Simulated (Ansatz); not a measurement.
# CH₄OSSi: small, medium and large basis sets

The task here is to estimate one member of a computed series from the others.

Computed with Ansatz 0.2.0, Gaussian basis. Level: one geometry, several basis sets.

Plan: PBE0-D4/def2-SVP; ωB97M-V/def2-SVP; PBE0-D4/def2-QZVPP; ωB97M-V/def2-QZVPP; the functionals' def2-TZVPP values are taken from earlier runs.

**The relaxed structure**

The geometry comes from an earlier relaxation with PBE0-D4 in a triple-zeta def2 set; it is a stationary point, not always the lowest conformer.

SMILES `OC1[SiH2]S1`, 8 atoms, charge 0, spin multiplicity 1.

Atoms are counted from 1 here; the program's logs count them from 0.

Bond lengths: O1–C2 1.380 Å, O1–H5 0.963 Å, C2–Si3 1.849 Å, C2–S4 1.893 Å, C2–H6 1.089 Å, Si3–S4 2.088 Å, Si3–H7 1.478 Å, Si3–H8 1.480 Å. Angles: C2–O1–H5 109.1°, O1–C2–Si3 118.6°, O1–C2–S4 117.1°, O1–C2–H6 114.8°, Si3–C2–S4 67.8°, Si3–C2–H6 120.1°, S4–C2–H6 109.2°, C2–Si3–S4 57.1°, C2–Si3–H7 117.8°, C2–Si3–H8 120.1°, S4–Si3–H7 118.9°, S4–Si3–H8 118.7°, H7–Si3–H8 113.3°, C2–S4–Si3 55.1°.

Set-up of the first run:

File in.yaml:

```yaml
crystal:
  periodic: [false, false, false]
  atoms:
    - {symbol: O, position_ang: [0.141277, 1.542923, -0.612543]}
    - {symbol: C, position_ang: [-0.385984, 0.492382, 0.110254]}
    - {symbol: Si, position_ang: [0.614149, -1.052949, 0.280936]}
    - {symbol: S, position_ang: [-1.123235, -0.947188, -0.872641]}
    - {symbol: H, position_ang: [-0.578060, 2.051703, -1.000510]}
    - {symbol: H, position_ang: [-1.082024, 0.782949, 0.896279]}
    - {symbol: H, position_ang: [1.923433, -1.104344, -0.402519]}
    - {symbol: H, position_ang: [0.582443, -1.822676, 1.545045]}
basis:
  gaussian: {orbitals: def2-SVP}
hamiltonian: {xc: pbe0, dispersion: d4}
output: {orbitals: {seedname: orbitals}}
```

Launch:

```
> ansatz run in.yaml --threads 2 --pin off --events-out ev --progress --plain --max-ram 4352MiB
```

Among the steps run: PBE0-D4 in def2-SVP; ωB97M-V in def2-SVP; PBE0-D4 in def2-QZVPP; ωB97M-V in def2-QZVPP.

One table of the session follows, with a row left open; its other results are not shown here.

| functional | basis | HOMO (eV) | LUMO (eV) |
| --- | --- | --- | --- |
| PBE0-D4 | def2-SVP | -7.03 | -0.11 |
| PBE0-D4 | def2-TZVPP | -7.14 | -0.44 |
| PBE0-D4 | def2-QZVPP | -7.17 | -0.56 |
| ωB97M-V | def2-SVP | ? | ? |
| ωB97M-V | def2-TZVPP | -9.30 | 1.32 |
| ωB97M-V | def2-QZVPP | -9.35 | 1.00 |

**Question.** Estimate the row for ωB97M-V, def2-SVP.

**Answer.** HOMO (eV): -9.16; LUMO (eV): 1.85. In the column «HOMO (eV)» it lies between ωB97M-V, def2-TZVPP (-9.30) and PBE0-D4, def2-QZVPP (-7.17).
